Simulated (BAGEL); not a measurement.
**One shape, several levels: CH4NOSi (SMILES [N]=CO[SiH3])**

Aim: a comparison of 3 runs (UHF/STO-3G, UHF/3-21G, ROHF/6-31G*) of CH4NOSi. 

Program for the calculation: BAGEL 1.2.2.

30 further runs of the same task are left out: 30 set aside as unsound or not needed.

### 1 The molecule

CH4NOSi has 8 atoms, charge 0, and is taken as a doublet. SMILES: `[N]=CO[SiH3]`. The C2–H5 distance was set to 1.667 Å, away from the relaxed value. At this shape a bond of the SMILES string is far longer than usual.

Bond lengths: N1–C2 1.224 Å, C2–O3 1.325 Å, O3–Si4 1.653 Å, Si4–H6 1.456 Å, Si4–H7 1.459 Å, Si4–H8 1.459 Å. Angles: N1–C2–O3 132.6°, C2–O3–Si4 128.2°, O3–Si4–H6 96.8°, O3–Si4–H7 109.5°, O3–Si4–H8 109.5°, H6–Si4–H7 114.5°, H6–Si4–H8 114.4°, H7–Si4–H8 111.1°. A long bond or contact: C2–H5 1.667 Å.

### 2 A single-point energy at UHF/STO-3G (density fitting with qzvpp-jkfit) (run 1)

input.json reads:

```json
{ "bagel": [

{
  "title": "molecule",
  "basis": "sto-3g",
  "df_basis": "qzvpp-jkfit",
  "angstrom": true,
  "geometry": [
    { "atom": "N", "xyz": [       1.165155,      -0.542251,       1.588317 ] },
    { "atom": "C", "xyz": [       0.994585,       0.005339,       0.507297 ] },
    { "atom": "O", "xyz": [      -0.066795,       0.134679,      -0.275053 ] },
    { "atom": "Si", "xyz": [      -1.596755,      -0.440441,      -0.026803 ] },
    { "atom": "H", "xyz": [       2.312580,       0.758700,      -0.180860 ] },
    { "atom": "H", "xyz": [      -2.177475,       0.080269,      -1.256083 ] },
    { "atom": "H", "xyz": [      -1.562135,      -1.896431,       0.055777 ] },
    { "atom": "H", "xyz": [      -2.144375,       0.142359,       1.193047 ] }
  ]
},

{ "title": "uhf", "nopen": 1 },

{ "title": "print", "file": "orbitals.molden", "orbitals": true }

]}
```

Started as:

```sh
$ BAGEL_NUM_THREADS=1 BAGEL input.json > input.out
```

Log:

```text
* using 1 threads per process

  ===============================================================
  ===============================================================

  *** Geometry ***

  { "atom" : "N", "xyz" : [      2.201824,     -1.024706,      3.001484 ] },
  { "atom" : "C", "xyz" : [      1.879493,      0.010089,      0.958652 ] },
  { "atom" : "O", "xyz" : [     -0.126224,      0.254506,     -0.519775 ] },
[... 4 lines of this table left out ...]
  { "atom" : "H", "xyz" : [     -4.052281,      0.269020,      2.254532 ] },

  Number of auxiliary basis functions:      429

  Since a DF basis is specified, we compute 2- and 3-index integrals:
    o Being stored without compression. Storage requirement is 0.003 GB

  Number of basis functions:       28
  Number of electrons      :       39

    * METHOD: MOLECULE                             0.11

  *** Open-shell HF ***

  === Nuclear Repulsion ===
   152.8197708478

      * DIIS with orbital gradients will be used.

  === UHF iteration (sto-3g) ===
      0       -452.62128115          0.04710830           0.02
      1       -452.71281599          0.03045255           0.02
      2       -452.74845839          0.02031614           0.02
[... 21 lines of this table left out ...]
     24       -452.78898718          0.00000001           0.02
    * SCF iteration converged.

    * S^2 (UHF) is 1.2911

    * Permanent dipole moment:
           (    0.852298,    -0.012251,     0.465861) a.u.

    * METHOD: UHF                                  0.65

    * METHOD: PRINT                                0.00

  ===============================================================
```

Wall time 0.88 s (1 thread of Arm Neoverse V2, shared host).

### 3 The energy at UHF/3-21G (density fitting with qzvpp-jkfit) (run 2)

job.json reads:

```json
{ "bagel": [

{
  "title": "molecule",
  "basis": "3-21g",
  "df_basis": "qzvpp-jkfit",
  "angstrom": true,
  "geometry": [
    { "atom": "N", "xyz": [       1.165155,      -0.542251,       1.588317 ] },
    { "atom": "C", "xyz": [       0.994585,       0.005339,       0.507297 ] },
    { "atom": "O", "xyz": [      -0.066795,       0.134679,      -0.275053 ] },
    { "atom": "Si", "xyz": [      -1.596755,      -0.440441,      -0.026803 ] },
    { "atom": "H", "xyz": [       2.312580,       0.758700,      -0.180860 ] },
    { "atom": "H", "xyz": [      -2.177475,       0.080269,      -1.256083 ] },
    { "atom": "H", "xyz": [      -1.562135,      -1.896431,       0.055777 ] },
    { "atom": "H", "xyz": [      -2.144375,       0.142359,       1.193047 ] }
  ]
},

{ "title": "uhf", "nopen": 1 },

{ "title": "print", "file": "orbitals.molden", "orbitals": true }

]}
```

Started as:

```sh
$ BAGEL_NUM_THREADS=1 BAGEL job.json > job.out
```

Log:

```text
* using 1 threads per process

  ===============================================================
  ===============================================================

  *** Geometry ***

  { "atom" : "N", "xyz" : [      2.201824,     -1.024706,      3.001484 ] },
  { "atom" : "C", "xyz" : [      1.879493,      0.010089,      0.958652 ] },
  { "atom" : "O", "xyz" : [     -0.126224,      0.254506,     -0.519775 ] },
[... 4 lines of this table left out ...]
  { "atom" : "H", "xyz" : [     -4.052281,      0.269020,      2.254532 ] },

  Number of auxiliary basis functions:      429

  Since a DF basis is specified, we compute 2- and 3-index integrals:
    o Being stored without compression. Storage requirement is 0.008 GB

  Number of basis functions:       48
  Number of electrons      :       39

    * METHOD: MOLECULE                             0.11

  *** Open-shell HF ***

  === Nuclear Repulsion ===
   152.8197708478

      * DIIS with orbital gradients will be used.

  === UHF iteration (3-21g) ===
      0       -455.64232461          0.05519960           0.04
      1       -455.75574940          0.04202949           0.04
      2       -455.79796258          0.03181215           0.04
[... 23 lines of this table left out ...]
     26       -455.85806501          0.00000001           0.04
    * SCF iteration converged.

    * S^2 (UHF) is 1.1450

    * Permanent dipole moment:
           (    0.845118,    -0.010353,     0.458905) a.u.

    * METHOD: UHF                                  1.20

    * METHOD: PRINT                                0.00

  ===============================================================
```

Wall time 1.4 s (1 thread of Arm Neoverse V2, shared host).

### 4 The energy at ROHF/6-31G(d) (density fitting with qzvpp-jkfit, spherical functions) (run 3)

input.json reads:

```json
{ "bagel" : [

{
  "title" : "molecule",
  "basis" : "6-31gs.json",
  "df_basis" : "qzvpp-jkfit",
  "angstrom" : true,
  "geometry" : [
    { "atom" : "N", "xyz" : [    1.165155,   -0.542251,    1.588317 ] },
    { "atom" : "C", "xyz" : [    0.994585,    0.005339,    0.507297 ] },
    { "atom" : "O", "xyz" : [   -0.066795,    0.134679,   -0.275053 ] },
    { "atom" : "Si", "xyz" : [   -1.596755,   -0.440441,   -0.026803 ] },
    { "atom" : "H", "xyz" : [    2.312580,    0.758700,   -0.180860 ] },
    { "atom" : "H", "xyz" : [   -2.177475,    0.080269,   -1.256083 ] },
    { "atom" : "H", "xyz" : [   -1.562135,   -1.896431,    0.055777 ] },
    { "atom" : "H", "xyz" : [   -2.144375,    0.142359,    1.193047 ] }
  ]
},
{ "title" : "rohf", "nopen" : 1 },
{ "title" : "print", "file" : "orbitals.molden", "orbitals" : true }

]}
```

The basis set 6-31G* is read from a file made from the Basis Set Exchange's data (not shown).

Started as:

```sh
$ BAGEL_NUM_THREADS=1 BAGEL input.json > input.out
```

Log:

```text
* using 1 threads per process

  ===============================================================
  ===============================================================

  *** Geometry ***

  { "atom" : "N", "xyz" : [      2.201824,     -1.024706,      3.001484 ] },
  { "atom" : "C", "xyz" : [      1.879493,      0.010089,      0.958652 ] },
  { "atom" : "O", "xyz" : [     -0.126224,      0.254506,     -0.519775 ] },
[... 4 lines of this table left out ...]
  { "atom" : "H", "xyz" : [     -4.052281,      0.269020,      2.254532 ] },

  Number of auxiliary basis functions:      429

  Since a DF basis is specified, we compute 2- and 3-index integrals:
    o Being stored without compression. Storage requirement is 0.016 GB

  Number of basis functions:       68
  Number of electrons      :       39

    * METHOD: MOLECULE                             0.14

  *** Open-shell HF ***

  === Nuclear Repulsion ===
   152.8197708478

      * DIIS with orbital gradients will be used.

  === ROHF iteration (6-31gs.json) ===
      0       -458.00958569          0.04832985           0.06
      1       -458.15670213          0.03868271           0.06
      2       -458.20671176          0.03110593           0.07
[... 21 lines of this table left out ...]
     24       -458.30345642          0.00000001           0.06
    * SCF iteration converged.

    * S^2 (ROHF) is 0.7500

    * Permanent dipole moment:
           (    0.746754,    -0.096384,     0.563569) a.u.

    * METHOD: ROHF                                 1.73

    * METHOD: PRINT                                0.01

  ===============================================================
```

Run time: 2 s. Hardware: 1 thread of Arm Neoverse V2, shared host.

### 5 Overview of the runs

| run | level | energy (Eh) | dipole moment (D) | ⟨S²⟩ | wall time |
| --- | --- | --- | --- | --- | --- |
| 1 | UHF/STO-3G (density fitting with qzvpp-jkfit) | -452.788987 | 2.47 | 1.291 | 0.88 s |
| 2 | UHF/3-21G (density fitting with qzvpp-jkfit) | -455.858065 | 2.44 | 1.145 | 1.4 s |
| 3 | ROHF/6-31G* (density fitting with qzvpp-jkfit, spherical functions) | -458.303456 | 2.39 | 0.750 | 2 s |

### 6 Outcome

```
            quantity          value
 run 3: total energy  -458.30346 Eh
run 3: dipole moment         2.39 D
         run 3: ⟨S²⟩          0.750
```

In words: The dipole moment (its size) runs from 2.39 D (ROHF/6-31G*) to 2.47 D (UHF/STO-3G). The two ends differ in method and basis. In run 1 the basis is minimal, so the values are rough. Spin contamination of the reference: run 1 ⟨S²⟩ = 1.29, run 2 ⟨S²⟩ = 1.15. All runs together took 4.3 s, the longest 2 s.
